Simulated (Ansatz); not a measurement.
# ClH5OW: the cost of one run

Program: Ansatz 0.2.0. Level of theory: RKS B3LYP-D4/def2-SVP. These are calculated values, not measurements.

### 1 Starting point

Bond lengths: W1–Cl2 2.390 Å, W1–O3 1.940 Å, O3–H4 1.010 Å, W1–H5 1.720 Å, W1–H6 1.720 Å, W1–H7 1.720 Å, W1–H8 1.720 Å. Angles (14 of 16 angles, heavy atoms first): Cl2–W1–O3 90.0°, Cl2–W1–H5 90.0°, Cl2–W1–H6 90.0°, Cl2–W1–H7 90.0°, Cl2–W1–H8 180.0°, O3–W1–H5 90.0°, O3–W1–H6 180.0°, O3–W1–H7 90.0°, O3–W1–H8 90.0°, W1–O3–H4 109.5°, H5–W1–H6 90.0°, H5–W1–H7 180.0°, H5–W1–H8 90.0°, H6–W1–H7 90.0°.

Coordinates:

```xyz
8

W     0.0000    0.0000    0.0000
Cl    0.0000    0.0000    2.3900
O     1.9400    0.0000    0.0000
H     2.2771   -0.9519   -0.0197
H     0.0000    1.7200    0.0000
H    -1.7200    0.0000    0.0000
H     0.0000   -1.7200    0.0000
H     0.0000    0.0000   -1.7200
```

### 2 Relaxing the start

File input.yaml:

```yaml
crystal:
  periodic: [false, false, false]
  atoms:
    - { symbol: W, position_ang: [0.0, 0.0, 0.0] }
    - { symbol: Cl, position_ang: [0.0, 0.0, 2.39] }
    - { symbol: O, position_ang: [1.94, 0.0, 0.0] }
    - { symbol: H, position_ang: [2.2771, -0.9519, -0.0197] }
    - { symbol: H, position_ang: [0.0, 1.72, 0.0] }
    - { symbol: H, position_ang: [-1.72, 0.0, 0.0] }
    - { symbol: H, position_ang: [0.0, -1.72, 0.0] }
    - { symbol: H, position_ang: [0.0, 0.0, -1.72] }
basis:
  gaussian: { orbitals: def2-SVP }
hamiltonian:
  xc: b3lyp
  dispersion: d4
relax:
  f_tol: 0.02
  max_steps: 40
output:
  orbitals: {}
```

Command:

```bash
ansatz run input.yaml --threads 2 --pin off --max-ram 3072MiB --backend cpu --events-out ev --progress --plain --runs-dir out
```

**Question.** How long does this run take on 2 threads of Arm Neoverse V2, shared host, and how much memory does it need?

About 37 s, with a peak of 0.18 GiB.
